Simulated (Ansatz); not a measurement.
# CH₈AlFSi₂: one species, many methods

Aim: compute CH₈AlFSi₂ with functionals from several rungs and with coupled cluster. The yardstick is the atomisation energy at the CCSD(T) limit.

Computed with Ansatz 0.2.0, Gaussian basis. Level: functionals in def2-TZVPP, the program's frozen cores in correlated methods.

Levels to be run: PBE-D4, r2SCAN-D4, PBE0-D4, B3LYP-D4, ωB97X-V, ωB97M-V, B2PLYP; CCSD(T)/def2-TZVPP; MP2/def2-QZVPP; extrapolation to the limit.

### 1 The relaxed structure

An earlier PBE0-D4 in a triple-zeta def2 set relaxation fixed the geometry.

SMILES `C[SiH2][Al]([F])[SiH3]`, 13 atoms, charge 0, spin multiplicity 1.

Atoms are counted from 1 here; the program's logs count them from 0.

Bond lengths: C1–Si2 1.883 Å, C1–H6 1.092 Å, C1–H7 1.092 Å, C1–H8 1.092 Å, Si2–Al3 2.459 Å, Si2–H9 1.493 Å, Si2–H10 1.494 Å, Al3–F4 1.658 Å, Al3–Si5 2.461 Å, Si5–H11 1.492 Å, Si5–H12 1.490 Å, Si5–H13 1.493 Å. Angles: Si2–C1–H6 111.0°, Si2–C1–H7 111.0°, Si2–C1–H8 110.7°, H6–C1–H7 107.9°, H6–C1–H8 108.0°, H7–C1–H8 108.1°, C1–Si2–Al3 112.2°, C1–Si2–H9 109.7°, C1–Si2–H10 109.6°, Al3–Si2–H9 109.6°, Al3–Si2–H10 109.2°, H9–Si2–H10 106.5°, Si2–Al3–F4 117.3°, Si2–Al3–Si5 126.9°, F4–Al3–Si5 115.8°, Al3–Si5–H11 110.7°, Al3–Si5–H12 113.3°, Al3–Si5–H13 110.0° and more.

### 2 PBE-D4 (GGA)

Contents of in.yaml:

```yaml
crystal:
  periodic: [false, false, false]
  atoms:
    - {symbol: C, position_ang: [-1.003226, -0.663362, 1.840887]}
    - {symbol: Si, position_ang: [0.166052, -1.617151, 0.715110]}
    - {symbol: Al, position_ang: [0.924757, -0.266558, -1.194390]}
    - {symbol: F, position_ang: [1.921180, -1.001445, -2.296736]}
    - {symbol: Si, position_ang: [0.341065, 2.075530, -1.672975]}
    - {symbol: H, position_ang: [-1.898602, -0.349246, 1.299860]}
    - {symbol: H, position_ang: [-0.520203, 0.232359, 2.237703]}
    - {symbol: H, position_ang: [-1.317366, -1.281348, 2.684837]}
    - {symbol: H, position_ang: [-0.511327, -2.851383, 0.216770]}
    - {symbol: H, position_ang: [1.353998, -2.072229, 1.498181]}
    - {symbol: H, position_ang: [0.056978, 2.816035, -0.409302]}
    - {symbol: H, position_ang: [1.409097, 2.809595, -2.407386]}
    - {symbol: H, position_ang: [-0.902005, 2.134401, -2.497758]}
basis:
  gaussian: {orbitals: def2-TZVPP}
hamiltonian: {xc: pbe, dispersion: d4}
output: {forces: true, orbitals: {seedname: orbitals}}
```

On the command line:

```
> ansatz run in.yaml --threads 4 --pin off --events-out ev --progress --plain --max-ram 10444MiB
```

Further steps of the session: r2SCAN-D4 (meta-GGA); PBE0-D4 (hybrid); B3LYP-D4 (hybrid); ωB97X-V (range-separated); ωB97M-V (range-separated); B2PLYP (double hybrid); CCSD(T) in def2-TZVPP; MP2 in def2-QZVPP.

Before running them: what should the planned runs give, taken together? Wanted: atomisation energy, CCSD(T)/CBS; farthest; mean size of error, hybrid; mean size of error, range-separated; gap, smallest and largest; T1 diagnostic; triples share of the correlation energy.

As calculated:

| quantity | value |
| --- | --- |
| atomisation energy, CCSD(T)/CBS | 1015.8 kcal/mol |
| functionals within 5.1 kcal/mol (0.5 %) | PBE-D4, r2SCAN-D4, ωB97X-V, ωB97M-V |
| farthest | B2PLYP (-16.7 kcal/mol) |
| mean size of error, hybrid | 8.5 kcal/mol |
| mean size of error, range-separated | 4.0 kcal/mol |
| gap, smallest and largest | 3.32 eV (PBE-D4), 9.14 eV (ωB97X-V) |
| T1 diagnostic | 0.0132 |
| triples share of the correlation energy | 3.2 % |

What this shows: PBE-D4 misses by -5.0 kcal/mol. Double hybrids carry the basis error of their MP2 part in triple zeta, and no dispersion term here, so their miss is partly the set-up's. The reference freezes the cores and leaves out relativity and excitations past (T), so misses under about 5.1 kcal/mol can't be ranked. Hartree-Fock recovers 76 % of the binding; the rest is correlation. Orbital gaps span 3.3 to 9.1 eV; exact exchange widens them.
